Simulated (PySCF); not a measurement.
# C6H19NSi2: the cost of one run

Method: levels as typed in each script, gas phase, geometry from GFN2-xTB; program: PySCF 2.14.0.

## Step 1: Where the work starts

SMILES `C[Si](C)(C)N[Si](C)(C)C`, 28 atoms, charge 0, spin multiplicity 1.

Bond lengths: C1–Si2 1.904 Å, C1–H10 1.085 Å, C1–H11 1.085 Å, C1–H12 1.086 Å, Si2–C3 1.906 Å, Si2–C4 1.909 Å, Si2–N5 1.743 Å, C3–H13 1.085 Å, C3–H14 1.085 Å, C3–H15 1.085 Å, C4–H16 1.086 Å, C4–H17 1.085 Å, C4–H18 1.086 Å, N5–Si6 1.743 Å, N5–H19 1.007 Å, Si6–C7 1.909 Å, Si6–C8 1.904 Å, Si6–C9 1.906 Å and more. Angles: Si2–C1–H10 110.9°, Si2–C1–H11 111.4°, Si2–C1–H12 111.5°, H10–C1–H11 107.6°, H10–C1–H12 107.6°, H11–C1–H12 107.7°, C1–Si2–C3 110.7°, C1–Si2–C4 109.2°, C1–Si2–N5 109.7°, C3–Si2–C4 109.6°, C3–Si2–N5 106.7°, C4–Si2–N5 111.0°, Si2–C3–H13 111.4°, Si2–C3–H14 111.0°, Si2–C3–H15 111.5°, H13–C3–H14 107.4°, H13–C3–H15 107.7°, H14–C3–H15 107.6° and more.

As a file:

```xyz
28

C    -1.63629    1.25704    1.35927
Si   -1.58990    0.00952   -0.07823
C    -2.80661    0.52158   -1.45258
C    -2.05857   -1.72035    0.57832
N    -0.00064   -0.00220   -0.79344
Si    1.58891   -0.00873   -0.07827
C     2.05372    1.72441    0.57245
C     1.64772   -1.25732    1.35848
C     2.80172   -0.52309   -1.45515
H    -0.94238    0.97006    2.14243
H    -1.36311    2.25327    1.02708
H    -2.62532    1.31649    1.80296
H    -2.81088   -0.19696   -2.26618
H    -3.82011    0.58579   -1.07090
H    -2.55175    1.49046   -1.86970
H    -3.05216   -1.72436    1.01636
H    -1.36181   -2.05013    1.34174
H    -2.04719   -2.46165   -0.21498
H    -0.00047   -0.01408   -1.80048
H     3.06928    1.74775    0.95604
H     1.98245    2.47193   -0.21168
H     1.39273    2.03192    1.37588
H     0.95562   -0.97705    2.14577
H     1.37976   -2.25464    1.02484
H     2.63919   -1.31187    1.79757
H     3.81980   -0.56435   -1.08259
H     2.55863   -1.50314   -1.85293
H     2.78589    0.18133   -2.28081
```

## Step 2: Localised orbitals (B3LYP/cc-pvdz)

input.py

```python
import numpy as np
from pyscf import gto, scf, dft, lo
from pyscf.data.elements import chemcore

def solve(mol, dm0=None, hcore=None):
    mf = (dft.UKS if mol.spin else dft.RKS)(mol, xc='b3lyp')
    mf.grids.level = 3
    mf = mf.density_fit(auxbasis='def2-universal-jkfit')
    mf.conv_tol, mf.max_cycle = 1e-8, 80
    if hcore is not None:
        mf.get_hcore = lambda *args: hcore
    mf.kernel(dm0)
    if not mf.converged:
        mf = mf.newton().run(mf.mo_coeff, mf.mo_occ, max_cycle=30)
    assert mf.converged, 'SCF not converged'
    return mf

mol = gto.M(atom='''
C     -1.63629     1.25704     1.35927
Si    -1.58990     0.00952    -0.07823
C     -2.80661     0.52158    -1.45258
C     -2.05857    -1.72035     0.57832
N     -0.00064    -0.00220    -0.79344
Si     1.58891    -0.00873    -0.07827
C      2.05372     1.72441     0.57245
C      1.64772    -1.25732     1.35848
C      2.80172    -0.52309    -1.45515
H     -0.94238     0.97006     2.14243
H     -1.36311     2.25327     1.02708
H     -2.62532     1.31649     1.80296
H     -2.81088    -0.19696    -2.26618
H     -3.82011     0.58579    -1.07090
H     -2.55175     1.49046    -1.86970
H     -3.05216    -1.72436     1.01636
H     -1.36181    -2.05013     1.34174
H     -2.04719    -2.46165    -0.21498
H     -0.00047    -0.01408    -1.80048
H      3.06928     1.74775     0.95604
H      1.98245     2.47193    -0.21168
H      1.39273     2.03192     1.37588
H      0.95562    -0.97705     2.14577
H      1.37976    -2.25464     1.02484
H      2.63919    -1.31187     1.79757
H      3.81980    -0.56435    -1.08259
H      2.55863    -1.50314    -1.85293
H      2.78589     0.18133    -2.28081
''', basis='cc-pvdz', charge=0, spin=0, verbose=4)
mf = solve(mol)
occ_all = mf.mo_coeff[:, mf.mo_occ > 0]
occ = occ_all[:, chemcore(mol):]
bo = lo.Boys(mol, occ)
loc = bo.kernel()
for _ in range(5):
    new, stable = bo.stability(return_status=True)
    if stable:
        break
    loc = bo.kernel(new)
fock, s = mf.get_fock(), mf.get_ovlp()
ortho = lo.orth_ao(mol, 'meta_lowdin')
labels = mol.ao_labels(fmt=None)
vir = loc[:, :0]
both = np.hstack([loc, vir])
p = (ortho.T @ s @ both) ** 2
pop = np.array([p[[l[0] == a for l in labels]].sum(0) for a in range(mol.natm)])
spd = np.array([[p[[l[0] == a and l[2][-1] == k for l in labels]].sum(0) for k in 'spd'] for a in range(mol.natm)])
eps = np.einsum('pi,pq,qi->i', both, fock, both)
for i in np.argsort(eps):
    top = np.argsort(-pop[:, i])[:3]
    print('%3d %s %9.4f Eh ' % (i + 1, 'occ' if i < loc.shape[1] else 'vir', eps[i]), '  '.join('%s%d %.3f' % (mol.atom_symbol(a), a + 1, pop[a, i]) for a in top))
np.savez('result.npz', c=both, nocc=loc.shape[1], pop=pop, spd=spd, eps=eps, e=mf.e_tot)
```

On the command line:

```sh
$ OMP_NUM_THREADS=1 python input.py
```

**Question.** How long does this run take on 1 thread of Intel Xeon Platinum 8488C (Sapphire Rapids), shared host, and how much memory does it need?

About 51 s, with a peak of 1 GiB.
